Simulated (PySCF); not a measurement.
# MoOOH: relaxation and vibrations of the doublet

The task is one start of a wider search on MoOOH: the doublet, from a linear start. It is relaxed, tested by its Hessian and followed downhill if it is a saddle.

Method: PBE0, basis Mo def2-TZVP with ECP28, O def2-TZVP, H def2-TZVP, scalar-relativistic core potentials, no spin–orbit coupling, density fitting; program: PySCF 2.14.0.

## (1) Where the work starts

4 atoms, charge 0, spin multiplicity 2.

Bond lengths: Mo1–O2 1.780 Å, Mo1–O3 2.010 Å, O3–H4 0.960 Å. Angles: O2–Mo1–O3 180.0°, Mo1–O3–H4 130.0°.

```xyz
4
charge 0 multiplicity 2
Mo    0.0000    0.0000    0.0000
O     0.0000    0.0000    1.7800
O     0.0000    0.0000   -2.0100
H     0.7354    0.0000   -2.6271
```

## (2) First SCF at the start

The steps below are one call of a driver around PySCF. For each, scf.py gives the equivalent set-up of the SCF; relaxations use the driver's own optimiser. After this first run the driver tries any further starts and a stability analysis.

The input, scf.py:

```python
from pyscf import gto, scf, dft
mol = gto.M(atom='''
Mo     0.000000     0.000000     0.000000
O      0.000000     0.000000     1.780000
O      0.000000     0.000000    -2.010000
H      0.735400     0.000000    -2.627100''',
    basis={'Mo': 'def2-TZVP', 'O': 'def2-TZVP', 'H': 'def2-TZVP'},
    ecp={'Mo': 'def2-TZVP'},
    charge=0, spin=1)
mf = dft.UKS(mol, xc='PBE0')
mf.grids.atom_grid = (50, 194)
aux = {'Mo': 'def2-universal-JKFIT', 'O': 'def2-universal-JKFIT', 'H': 'def2-universal-JKFIT'}
mf = mf.density_fit(auxbasis=aux)
mf.conv_tol = 1e-08
mf.diis_space = 10
mf.max_cycle = 60
mf.init_guess = 'minao'
mf.verbose = 4
mf.kernel()
```

Started as:

```sh
$ OMP_NUM_THREADS=4 python axn.py task.json out
```

The log of the run:

```text
init E= -212.521125681482
[... the frontier-level lines of each cycle are left out ...]
cycle= 1 E= -218.843280082899  delta_E= -6.32  |g|= 0.842  |ddm|= 2.77
cycle= 2 E= -215.730647253266  delta_E= 3.11  |g|= 2.65  |ddm|= 1.68
cycle= 3 E= -218.91543612016  delta_E= -3.18  |g|= 0.672  |ddm|=  1.5
cycle= 4 E= -219.094794402996  delta_E= -0.179  |g|= 0.233  |ddm|= 0.448
cycle= 5 E= -219.109482289013  delta_E= -0.0147  |g|= 0.107  |ddm|= 0.148
cycle= 6 E= -219.113811485736  delta_E= -0.00433  |g|= 0.0391  |ddm|= 0.0687
cycle= 7 E= -219.114413303498  delta_E= -0.000602  |g|= 0.0122  |ddm|= 0.0158
cycle= 8 E= -219.114502213182  delta_E= -8.89e-05  |g|= 0.00291  |ddm|= 0.0107
cycle= 9 E= -219.114551557742  delta_E= -4.93e-05  |g|= 0.00234  |ddm|= 0.0139
cycle= 10 E= -219.114552620634  delta_E= -1.06e-06  |g|= 0.00235  |ddm|= 0.000293
cycle= 11 E= -219.114495055562  delta_E= 5.76e-05  |g|= 0.00138  |ddm|= 0.0258
cycle= 12 E= -219.114490337144  delta_E= 4.72e-06  |g|= 0.000436  |ddm|= 0.0142
cycle= 13 E= -219.114490523953  delta_E= -1.87e-07  |g|= 0.000103  |ddm|= 0.00184
cycle= 14 E= -219.11449055044  delta_E= -2.65e-08  |g|= 5.69e-05  |ddm|= 0.000261
cycle= 15 E= -219.114490567634  delta_E= -1.72e-08  |g|= 3.81e-05  |ddm|= 0.000224
cycle= 16 E= -219.114490582772  delta_E= -1.51e-08  |g|= 3.15e-05  |ddm|= 0.000242
cycle= 17 E= -219.114490591925  delta_E= -9.15e-09  |g|= 2.89e-05  |ddm|= 0.000163
Extra cycle  E= -219.114490598715  delta_E= -6.79e-09  |g|= 3.04e-05  |ddm|= 0.000131
converged SCF energy = -219.114490598715  <S^2> = 0.76395041  2S+1 = 2.0139021
```

This step, with its further starts and checks, took 23 s on 4 threads of Arm Neoverse V2, shared host.

The starts that the driver tried:

```
                      start  energy (Eh)
    the minimal-basis guess  -219.114491
a thermally smeared density  -219.114477
      a smeared PBE density  -219.110113
```

This is not the lowest solution: one lies 39.1 kJ/mol lower, at -219.12940 Eh, and the relaxation starts from that.

## (3) Relaxing the doublet from the linear start

The program finds Cs symmetry in the start, which this walk keeps.

scf.py, as its differences from that of step 2:

```diff
@@ -3,4 +3,4 @@
-Mo     0.000000     0.000000     0.000000
-O      0.000000     0.000000     1.780000
-O      0.000000     0.000000    -2.010000
-H      0.735400     0.000000    -2.627100''',
+Mo    -0.005662     0.000000     0.048330
+O     -0.005662     0.000000     1.828330
+O     -0.005662     0.000000    -1.961670
+H      0.729738     0.000000    -2.578770''',
@@ -17 +16,0 @@
-mf.init_guess = 'minao'
```

Steps of the walk:

```
step  energy (Eh)  change (kJ/mol)  largest symmetric gradient (Eh/bohr)
   0  -219.129397             0.00                               0.08430
   1  -219.141390           -31.49                               0.02793
   2  -219.144685           -40.14                               0.01586
   3  -219.148538           -50.26                               0.02209
   4  -219.150256           -54.77                               0.03360
   5  -219.151143           -57.09                               0.01505
   6  -219.151447           -57.89                               0.00541
   7  -219.151583           -58.25                               0.00387
   8  -219.152082           -59.56                               0.00390
   9  -219.152305           -60.14                               0.01508
  10  -219.152626           -60.99                               0.00598
  11  -219.152805           -61.46                               0.00266
  12  -219.152920           -61.76                               0.00605
  13  -219.152964           -61.88                               0.00208
  14  -219.152973           -61.90                               0.00037
  15  -219.152974           -61.90                               0.00043
  16  -219.152974           -61.90                               0.00006
```

The walk took 42 s.

After 16 steps and 61.9 kJ/mol it ends at Cs: Mo–O 1.671 Å, Mo–O 1.891 Å, O–H 0.957 Å; H–O–Mo 140.1°, O–Mo–O 144.0°.

## (4) Frequencies

The point is checked on the finer grid, and tightened if its gradient asks for it. The Hessian and the dipole derivatives come from central differences of analytic gradients, with steps of 0.02 bohr.

scf.py, as its differences from that of step 3:

```diff
@@ -3,4 +3,4 @@
-Mo    -0.005662     0.000000     0.048330
-O     -0.005662     0.000000     1.828330
-O     -0.005662     0.000000    -1.961670
-H      0.729738     0.000000    -2.578770''',
+Mo    -0.141462     0.000000     0.055143
+O      0.504654     0.000000     1.596394
+O      0.293465     0.000000    -1.785143
+H      1.059047     0.000000    -2.358925''',
@@ -11 +11 @@
-mf.grids.atom_grid = (50, 194)
+mf.grids.atom_grid = (75, 302)
@@ -14 +14 @@
-mf.conv_tol = 1e-08
+mf.conv_tol = 1e-10
```

This SCF starts from the last density.

SCF at the final geometry:

```text
init E= -219.152951085856
[... the frontier-level lines of each cycle are left out ...]
cycle= 1 E= -219.152951086182  delta_E= -3.26e-10  |g|= 6.25e-06  |ddm|= 2.94e-05
cycle= 2 E= -219.152951086497  delta_E= -3.16e-10  |g|= 8.71e-06  |ddm|= 2.96e-05
cycle= 3 E= -219.152951086589  delta_E= -9.12e-11  |g|= 5.95e-06  |ddm|= 7.47e-06
Extra cycle  E= -219.152951086918  delta_E= -3.3e-10  |g|= 6.01e-06  |ddm|= 2.94e-05
converged SCF energy = -219.152951086918  <S^2> = 1.7150497  2S+1 = 2.8036046
```

The whole step took 2 min.

Geometry: Cs; Mo–O 1.671 Å, Mo–O 1.891 Å, O–H 0.957 Å; H–O–Mo 140.1°, O–Mo–O 144.0°.

Harmonic modes (main isotopes):

```tsv
symmetry	ω (cm⁻¹)	IR (km/mol)
a'	155	6.5
a''	462	96.3
a'	546	161
a'	704	111
a'	1038	226
a'	3940	203
```

Every mode is real; the point is a minimum.

Constants and moments:

```yaml
Dipole_moment: 2.35 D
Highest_occupied_level: -5.90 eV
Lowest_empty_level: -2.89 eV
Rotational_constants: 1.978, 0.1726, 0.1588 cm⁻¹
Zero-point_energy: 40.9 kJ/mol
Principal_polarisabilities: 35.5, 51.8, 54.5 bohr³
Atomisation_energy_without_zero-point_energy: 1340 kJ/mol
Principal_traceless_quadrupole_moments_about_the_centre_of_mass: -9.24, 2.02, 7.23 D Å
Entropy_at_298.15_K_and_1_bar_electronic_part_spin_only: 289.3 J/(mol K)
Heat_capacity_Cp_at_298.15_K: 56.4 J/(mol K)
Enthalpy_at_298.15_K_above_0_K: 13.13 kJ/mol
Rotational_symmetry_number: 1
Spin_squared_⟨S²⟩: 1.715
```

Populations by atom (charges in e):

```
atom  Mulliken  Löwdin  polar tensor  spin (Mulliken)  Mayer order to Mo1
 Mo1      1.02    0.52          1.24             1.02                   –
  O2     -0.58   -0.31         -0.74            -0.02                2.11
  O3     -0.78   -0.37         -0.82             0.00                0.88
  H4      0.34    0.16          0.32             0.00                0.02
```

Outer orbital energies (eV). α occupied: -14.73, -10.95, -10.80, -10.21, -9.70, -9.67, -6.72, -5.90; empty: -2.89, -1.40, -0.83, 0.12. β occupied: -25.17, -14.67, -10.84, -10.73, -10.15, -9.53, -9.50, -6.28; empty: -2.23, -2.11, -1.18, -0.34.

Mulliken populations on Mo1 (outside its core potential): s 2.50, p 6.20, d 4.24, f 0.05.

## (5) Results

| quantity | value |
| --- | --- |
| minimum | broken-symmetry (Ms = 1/2), Cs |
| geometry | Mo–O 1.671 Å, Mo–O 1.891 Å, O–H 0.957 Å; H–O–Mo 140.1°, O–Mo–O 144.0° |
| wavenumbers (cm⁻¹) | 155 (a'), 462 (a''), 546 (a'), 704 (a'), 1038 (a'), 3940 (a') |
| dipole moment | 2.35 D |
| highest occupied, lowest empty level (either spin) | -5.90, -2.89 eV |
| polar-tensor charge of Mo1 | +1.24 e |
| zero-point energy | 40.9 kJ/mol |
| entropy at 298.15 K | 289.3 J/(mol K) |
| atomisation energy (no zero-point energy) | 1340 kJ/mol |
| ⟨S²⟩ | 1.715 |

**Reading.** The linear start keeps its Cs symmetry and ends in a minimum. The determinant is spin-contaminated (⟨S²⟩ = 1.72 against 0.75), so it is no pure spin state. In the infrared the band at 1038 cm⁻¹ (a') leads. The first SCF alone would have been 39 kJ/mol too high. Only this shape and spin were tried, so other structures or states may lie lower. One determinant may miss the lowest occupation of an open d or f shell.

The search up to here took 3.1 min.
